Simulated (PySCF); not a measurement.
**C₃H₄BCl₃: geometry, spin-spin couplings**

Aim: predict the spin-spin couplings of C₃H₄BCl₃ (`Cl/C=C\CB(Cl)Cl`).

Computed with PySCF 2.14.0, with density-fitted response routines of our own, on a single molecule in the gas phase. Atoms are numbered from 0 throughout.

## 1. The starting structure

11 atoms, charge 0, multiplicity 1; geometry from: GFN2-xTB. The atoms were then displaced at random by about 0.01 Å, so the start is not that level's minimum.

Bonds of the start (Å): Cl0–C1 1.70, C1–C2 1.31, C2–C3 1.52, C3–B4 1.56, B4–Cl5 1.73, B4–Cl6 1.72, C1–H7 1.07, C2–H8 1.11, C3–H9 1.09, C3–H10 1.11.

## 2. Relaxing the molecule at PBE0-D3(BJ)/def2-SVP

What the job is given:

```
{"job": {"xc": "PBE0", "basis": "def2-SVP", "d3": "d3bj", "grid": 1, "shake": 0.01, "kind": "geom"}, "charge": 0, "multiplicity": 1}
Cl    -2.490750     0.646120    -0.763490
C     -1.737130     0.186000     0.690390
C     -0.533140    -0.323370     0.722810
C      0.404450    -0.543630    -0.458410
B      1.641730     0.404530    -0.536270
Cl     2.003810     1.519390     0.733520
Cl     2.700020     0.339060    -1.887300
H     -2.325200     0.350270     1.563120
H     -0.103950    -0.578340     1.714540
H      0.707450    -1.589430    -0.435920
H     -0.229180    -0.436420    -1.358670
```

Command:

```
> OMP_NUM_THREADS=1 python probes_run.py task.json out
```

The driver reads the jobs from task.json and runs them one after another.

Output:

```text
step   0  E = -1521.09391616  max force = 0.051835
step   1  E = -1521.09882941  max force = 0.006214
step   2  E = -1521.09881427  max force = 0.004146
step   3  E = -1521.09907746  max force = 0.002338
step   4  E = -1521.09910467  max force = 0.001784
step   5  E = -1521.09912799  max force = 0.000823
step   6  E = -1521.09913302  max force = 0.000380
optimisation converged
```

Run time: 52 s. Hardware: 1 thread of Arm Neoverse V1, shared host; peak memory 0.6 GiB.

Along the way:

```csv
step,energy from step 0 (eV),largest force component (eV/Å)
0,0.0000,2.6655
1,-0.1337,0.3195
2,-0.1333,0.2132
3,-0.1404,0.1202
4,-0.1412,0.0917
5,-0.1418,0.0423
6,-0.1420,0.0195
```

Close pairs (by a distance rule), those that changed most:

```csv
bond,before (Å),after (Å),change (Å)
B4–Cl6,1.717,1.753,+0.036
C2–C3,1.524,1.489,-0.035
Cl0–C1,1.701,1.730,+0.029
C1–H7,1.065,1.091,+0.026
C1–C2,1.308,1.333,+0.026
B4–Cl5,1.728,1.750,+0.022
C3–H9,1.089,1.108,+0.019
C2–H8,1.110,1.095,-0.015
```

The next job starts from the end point, and lists it.

```csv
at the end point,value
point group (found at 0.08 Å tolerance),C1
"rotational constants (GHz, main isotopes)","2.229, 0.680, 0.582"
dipole moment (D),1.51
```

## 3. Spin-spin couplings: B3LYP/cc-pVTZ

What the job is given:

```
{"job": {"kind": "j", "xc": "B3LYP", "basis": "cc-pVTZ"}, "charge": 0, "multiplicity": 1}
Cl    -3.116179    -0.046671    -2.195019
C     -2.363689    -0.547899    -0.719819
C     -1.141770    -1.077648    -0.654529
C     -0.227209    -1.322584    -1.803665
B      1.073157    -0.448296    -1.865519
Cl     1.515606     0.677623    -0.601479
Cl     2.151528    -0.610283    -3.238080
H     -2.987835    -0.382065     0.160000
H     -0.783593    -1.331746     0.348613
H      0.118768    -2.374765    -1.809600
H     -0.758346    -1.193032    -2.762516
```

Method: B3LYP/cc-pVTZ indirect spin-spin coupling, non-relativistic, gas phase.

Output:

```text
coarse grid: 11696 points
cycle   1  E = -1522.3439510657  dE =  7.877e-01  |g| = 3.997e-01  |ddm| = 6.733e+00
cycle   2  E = -1522.3321444183  dE =  1.181e-02  |g| = 4.678e-01  |ddm| = 1.524e+00
cycle   3  E = -1522.3836862975  dE = -5.154e-02  |g| = 9.558e-02  |ddm| = 7.928e-01
cycle   4  E = -1522.3856546052  dE = -1.968e-03  |g| = 4.230e-02  |ddm| = 1.891e-01
cycle   5  E = -1522.3860387869  dE = -3.842e-04  |g| = 1.389e-02  |ddm| = 6.976e-02
cycle   6  E = -1522.3860879488  dE = -4.916e-05  |g| = 3.167e-03  |ddm| = 2.226e-02
cycle   7  E = -1522.3860903707  dE = -2.422e-06  |g| = 1.031e-03  |ddm| = 5.811e-03
final grid: 101560 points
cycle   8  E = -1522.4036015747  dE = -3.925e-05  |g| = 6.744e-03  |ddm| = 8.233e-02
cycle   9  E = -1522.4035925961  dE =  8.979e-06  |g| = 8.675e-03  |ddm| = 2.365e-02
cycle  10  E = -1522.4036112065  dE = -1.861e-05  |g| = 1.124e-03  |ddm| = 1.448e-02
cycle  11  E = -1522.4036115320  dE = -3.254e-07  |g| = 4.101e-04  |ddm| = 2.120e-03
cycle  12  E = -1522.4036115690  dE = -3.705e-08  |g| = 1.405e-04  |ddm| = 6.863e-04
cycle  13  E = -1522.4036115736  dE = -4.584e-09  |g| = 3.324e-05  |ddm| = 2.174e-04
cycle  14  E = -1522.4036115738  dE = -2.483e-10  |g| = 8.140e-06  |ddm| = 5.698e-05
converged SCF energy = -1522.4036115738

Indirect spin-spin couplings (Hz)
  i      j    bonds     total        FC       PSO       DSO        SD
  1 C    2 C    1     98.590   106.866    -8.505     0.229         -
  1 C    3 C    2     -0.773    -0.476    -0.298     0.001         -
  1 C    4 B    3      3.767     3.625     0.111     0.003     0.028
  1 C    7 H    1    188.793   187.732     0.120     0.941         -
  1 C    8 H    2     11.365    12.728    -1.124    -0.239         -
  1 C    9 H    3      6.224     6.229     0.283    -0.288         -
  1 C   10 H    3      7.081     7.358    -0.417     0.141         -
  2 C    3 C    1     38.023    39.230    -1.457     0.250         -
  2 C    4 B    2     -1.756    -1.702    -0.074     0.096    -0.076
  2 C    7 H    2      7.744     8.923    -0.794    -0.384         -
  2 C    8 H    1    151.690   150.168     0.582     0.940         -
  2 C    9 H    2     -5.152    -5.163     0.024    -0.013         -
  2 C   10 H    2     -4.341    -4.239    -0.112     0.010         -
  3 C    4 B    1     65.980    67.342    -1.947     0.355     0.231
  3 C    7 H    3      6.639     6.776     0.273    -0.409         -
  3 C    8 H    2      3.286     3.358     0.083    -0.155         -
  3 C    9 H    1    107.536   104.946     1.634     0.955         -
  3 C   10 H    1    112.854   110.491     1.338     1.026         -
  4 B    7 H    4     -2.258    -2.272     0.249    -0.226    -0.009
  4 B    8 H    3      2.269     2.219    -0.075     0.132    -0.007
  4 B    9 H    2     -8.068    -8.509    -0.052     0.269     0.224
  4 B   10 H    2     -5.666    -6.038    -0.100     0.289     0.182
  7 H    8 H    3      7.019     6.947     0.163    -0.090         -
  7 H    9 H    4     -2.542    -2.394     1.307    -1.455         -
  7 H   10 H    4     -0.834    -0.482     1.280    -1.632         -
  8 H    9 H    3      4.973     4.739     0.454    -0.219         -
  8 H   10 H    3     10.627    10.869     2.199    -2.440         -
  9 H   10 H    2    -17.580   -18.141     1.837    -1.276         -
```

Wall time 56 s (1 thread of Arm Neoverse V1, shared host); peak memory 1.1 GiB.

The basis is not made for couplings: without tight functions at the nuclei these values are rough.

A choice of the couplings up to four bonds, sorted by the number of bonds, with means over like pairs; isotopes 11B, 13C, 1H:

```csv
pair,bonds,J (Hz),Fermi contact (Hz),dihedral (°)
C1–H7,1,188.8,187.7,–
C2–H8,1,151.7,150.2,–
C3–H9,1,110.2,107.7,–
C1–C2,1,98.6,106.9,–
C3–B4,1,66.0,67.3,–
C2–C3,1,38.0,39.2,–
H9–H10,2,-17.6,-18.1,–
C1–H8,2,11.4,12.7,–
C2–H7,2,7.7,8.9,–
B4–H9,2,-6.9,-7.3,–
C2–H9,2,-4.7,-4.7,–
C3–H8,2,3.3,3.4,–
C2–B4,2,-1.8,-1.7,–
H8–H9,3,7.8,7.8,–
H7–H8,3,7.0,6.9,-1
C1–H9,3,6.7,6.8,–
C3–H7,3,6.6,6.8,-179
C1–B4,3,3.8,3.6,112
B4–H8,3,2.3,2.2,-66
B4–H7,4,-2.3,-2.3,–
H7–H9,4,-1.7,-1.4,–
```

Means hide unlike values in this fixed geometry: H8–H9 from 5.0 to 10.6 Hz. They hold only if the pairs exchange fast.

The spin-dipole term was solved for some atoms only; pairs without it lack that part.

The response was solved for the nuclei of B, C, H alone, so couplings that need other nuclei can be missing.

Quadrupole couplings from the field gradients of the same density:

```csv
atom,isotope,eQq/h (MHz),η
Cl0,35Cl,-66.6,0.12
Cl6,35Cl,-37.7,0.63
Cl5,35Cl,-37.2,0.72
B4,11B,3.638,0.67
```

## 4. Indirect couplings: B3LYP/6-31G*

Settings changed since step 3:

```diff
@@ -1,2 +1,2 @@
-{"job": {"kind": "j", "xc": "B3LYP", "basis": "cc-pVTZ"}, "charge": 0, "multiplicity": 1}
+{"job": {"kind": "j", "xc": "B3LYP", "basis": "6-31G*"}, "charge": 0, "multiplicity": 1}
 Cl    -3.116179    -0.046671    -2.195019
```

With the program's defaults for keys left out, this is: B3LYP/6-31G* indirect spin-spin coupling, non-relativistic, gas phase.

Output:

```text
coarse grid: 11696 points
cycle   1  E = -1522.2553275052  dE =  8.129e-01  |g| = 3.999e-01  |ddm| = 3.398e+00
cycle   2  E = -1522.2446716957  dE =  1.066e-02  |g| = 4.581e-01  |ddm| = 9.415e-01
cycle   3  E = -1522.2991191407  dE = -5.445e-02  |g| = 9.051e-02  |ddm| = 5.182e-01
cycle   4  E = -1522.3011441659  dE = -2.025e-03  |g| = 3.030e-02  |ddm| = 1.132e-01
cycle   5  E = -1522.3013503412  dE = -2.062e-04  |g| = 1.114e-02  |ddm| = 3.787e-02
cycle   6  E = -1522.3013835438  dE = -3.320e-05  |g| = 2.785e-03  |ddm| = 1.659e-02
cycle   7  E = -1522.3013855682  dE = -2.024e-06  |g| = 4.895e-04  |ddm| = 3.728e-03
final grid: 101560 points
cycle   8  E = -1522.2247481312  dE = -9.747e-06  |g| = 5.716e-03  |ddm| = 1.716e-02
cycle   9  E = -1522.2247416478  dE =  6.483e-06  |g| = 7.437e-03  |ddm| = 1.486e-02
cycle  10  E = -1522.2247570394  dE = -1.539e-05  |g| = 7.194e-04  |ddm| = 9.515e-03
cycle  11  E = -1522.2247571798  dE = -1.405e-07  |g| = 2.392e-04  |ddm| = 1.122e-03
cycle  12  E = -1522.2247571934  dE = -1.362e-08  |g| = 6.398e-05  |ddm| = 2.729e-04
cycle  13  E = -1522.2247571944  dE = -9.861e-10  |g| = 1.924e-05  |ddm| = 7.885e-05
converged SCF energy = -1522.2247571944

Indirect spin-spin couplings (Hz)
  i      j    bonds     total        FC       PSO       DSO        SD
  1 C    2 C    1     96.496   103.968    -7.700     0.228         -
  1 C    3 C    2     -2.541    -2.314    -0.228     0.000         -
  1 C    4 B    3      7.451     7.320     0.103     0.002     0.025
  1 C    7 H    1    200.756   199.962    -0.222     1.015         -
  1 C    8 H    2      6.677     7.920    -1.007    -0.235         -
  1 C    9 H    3      9.587     9.659     0.214    -0.287         -
  1 C   10 H    3      6.383     6.609    -0.370     0.144         -
  2 C    3 C    1     61.437    62.390    -1.206     0.253         -
  2 C    4 B    2     -5.081    -5.074    -0.034     0.095    -0.067
  2 C    7 H    2      2.653     3.862    -0.837    -0.372         -
  2 C    8 H    1    167.293   166.083     0.191     1.018         -
  2 C    9 H    2     -8.221    -8.232     0.010     0.001         -
  2 C   10 H    2     -4.253    -4.171    -0.103     0.021         -
  3 C    4 B    1     82.443    83.482    -1.601     0.351     0.212
  3 C    7 H    3      5.945     6.145     0.204    -0.404         -
  3 C    8 H    2      2.686     2.747     0.082    -0.143         -
  3 C    9 H    1    140.282   138.034     1.229     1.018         -
  3 C   10 H    1    143.527   141.451     0.987     1.090         -
  4 B    7 H    4     -2.469    -2.427     0.191    -0.224    -0.009
  4 B    8 H    3      2.309     2.224    -0.045     0.134    -0.004
  4 B    9 H    2     -6.358    -6.801    -0.008     0.275     0.175
  4 B   10 H    2     -4.036    -4.418    -0.057     0.296     0.143
  7 H    8 H    3      7.753     7.934    -0.138    -0.044         -
  7 H    9 H    4     -3.208    -2.688     0.913    -1.433         -
  7 H   10 H    4     -1.251    -0.505     0.862    -1.607         -
  8 H    9 H    3      4.899     4.887     0.190    -0.178         -
  8 H   10 H    3     10.651    11.460     1.585    -2.394         -
  9 H   10 H    2    -21.037   -20.984     1.106    -1.159         -
```

Wall time 14 s (1 thread of Arm Neoverse V1, shared host); peak memory 0.8 GiB.

The basis is not made for couplings: without tight functions at the nuclei these values are rough.

Key values: J(C1,H7) 200.8 Hz, J(C2,H8) 167.3 Hz, J(C3,H9) 141.9 Hz (means over like pairs).

## 5. Run by run: spin-spin couplings

Couplings (Hz), each a mean over the pairs like the one named, with basis size and wall time:

```csv
run,C1–H7,C2–H8,C3–H9,C1–C2,C3–B4,C2–C3,H9–H10,functions,time
B3LYP/cc-pVTZ,188.8,151.7,110.2,98.6,66.0,38.0,-17.6,278,56 s
B3LYP/6-31G*,200.8,167.3,141.9,96.5,82.4,61.4,-21.0,118,14 s
```

## 6. Results

```
                                     quantity                    value
                                  point group                       C1
         rotational constants (main isotopes)     2.23, 0.68, 0.58 GHz
largest coupling of the table (B3LYP/cc-pVTZ)  ¹J(C,H) C1–H7, 188.8 Hz
      range of J(C1,H7), mean over like pairs        188.8 to 200.8 Hz
```

In words: The start of the PBE0/def2-SVP relaxation was shaken at random by about 0.01 Å, so part of the energy gained, and of the first lengths quoted, undoes that. Over 6 steps the energy fell by 0.142 eV; of the close pairs, B4–Cl6 changed most, 1.717 to 1.753 Å. In the run at B3LYP/cc-pVTZ, the largest coupling of the table is C1–H7, 188.8 Hz, of which the Fermi-contact term gives 187.7 Hz. Couplings across rotatable bonds belong to this one conformer; where others are populated, the observed values are averages. The coupling C1–H7, as a mean over pairs of its kind, runs from 188.8 Hz (B3LYP/cc-pVTZ) to 200.8 Hz (B3LYP/6-31G*). Couplings from bases without tight functions are rough.
